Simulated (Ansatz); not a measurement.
# H4NO2Si radical: up Jacob's ladder to CCSD(T)

One table from this session's results is given with a row withheld; the runs are named, their logs left out.

Computed with Ansatz 0.2.0, Gaussian basis. Level: functionals in def2-TZVPP, the program's frozen cores in correlated methods.

Plan: PBE-D4, r2SCAN-D4, PBE0-D4, B3LYP-D4, ωB97X-V, ωB97M-V, B2PLYP; CCSD(T)/def2-TZVPP; CCSD(T)/def2-QZVPP; extrapolation to the limit.

### The geometry

An earlier PBE0-D4 in a triple-zeta def2 set relaxation fixed the geometry.

SMILES `N[Si](O)O`, 8 atoms, charge 0, spin multiplicity 2.

Atoms are counted from 1 here; the program's logs count them from 0.

Bond lengths: N1–Si2 1.700 Å, N1–H5 1.006 Å, N1–H6 1.006 Å, Si2–O3 1.651 Å, Si2–O4 1.651 Å, O3–H7 0.958 Å, O4–H8 0.958 Å. Angles: Si2–N1–H5 120.9°, Si2–N1–H6 121.0°, H5–N1–H6 112.9°, N1–Si2–O3 104.3°, N1–Si2–O4 104.3°, O3–Si2–O4 116.1°, Si2–O3–H7 115.7°, Si2–O4–H8 115.7°.

The first run:

File in.yaml:

```yaml
crystal:
  periodic: [false, false, false]
  atoms:
    - {symbol: N, position_ang: [-1.096661, 0.678949, 0.486652]}
    - {symbol: Si, position_ang: [0.044247, -0.430198, -0.111891]}
    - {symbol: O, position_ang: [1.242728, -0.433826, 1.023570]}
    - {symbol: O, position_ang: [0.451924, 0.165384, -1.596747]}
    - {symbol: H, position_ang: [-1.346226, 0.689064, 1.461080]}
    - {symbol: H, position_ang: [-1.819972, 1.048309, -0.106870]}
    - {symbol: H, position_ang: [1.762370, -1.237147, 1.077446]}
    - {symbol: H, position_ang: [0.761599, -0.480536, -2.233259]}
basis:
  gaussian: {orbitals: def2-TZVPP}
magnetization: {spin_polarized: true, initial_magnetization: 1}
hamiltonian: {xc: pbe, dispersion: d4}
output: {forces: true, orbitals: {seedname: orbitals}}
```

Started as:

```sh
$ ansatz run in.yaml --threads 2 --pin off --events-out ev --progress --plain --max-ram 32768MiB --backend cpu
```

Among the steps run: PBE-D4 (GGA); r2SCAN-D4 (meta-GGA); PBE0-D4 (hybrid); B3LYP-D4 (hybrid); ωB97X-V (range-separated); ωB97M-V (range-separated); B2PLYP (double hybrid); CCSD(T) in def2-TZVPP; CCSD(T) in def2-QZVPP.

One of the session's tables, all rows but one given; the rest of the session is left out.

It belongs to the step «Atomisation energies». 

```
            method  atomisation energy (kJ/mol)
            PBE-D4                       3017.2
         r2SCAN-D4                       2964.3
           PBE0-D4                       2929.0
          B3LYP-D4                       2954.7
           ωB97X-V                       2961.9
           ωB97M-V                       2963.8
            B2PLYP                       2926.5
     HF/def2-TZVPP                       1997.3
    MP2/def2-TZVPP                       2943.6
   CCSD/def2-TZVPP                            ?
CCSD(T)/def2-TZVPP                       2860.4
           MP2/CBS                       3055.1
       CCSD(T)/CBS                       2972.5
```

Q: Estimate the row for CCSD/def2-TZVPP from the others.

The run gave: atomisation energy (kJ/mol): 2810.1. In the column «atomisation energy (kJ/mol)» it lies between HF/def2-TZVPP (1997.3) and CCSD(T)/def2-TZVPP (2860.4).

To keep in mind: Free atoms (1 N, 1 Si, 2 O, 4 H) were run apart at each level; the atomisation energy is their sum less the molecule, without zero-point or spin-orbit terms.
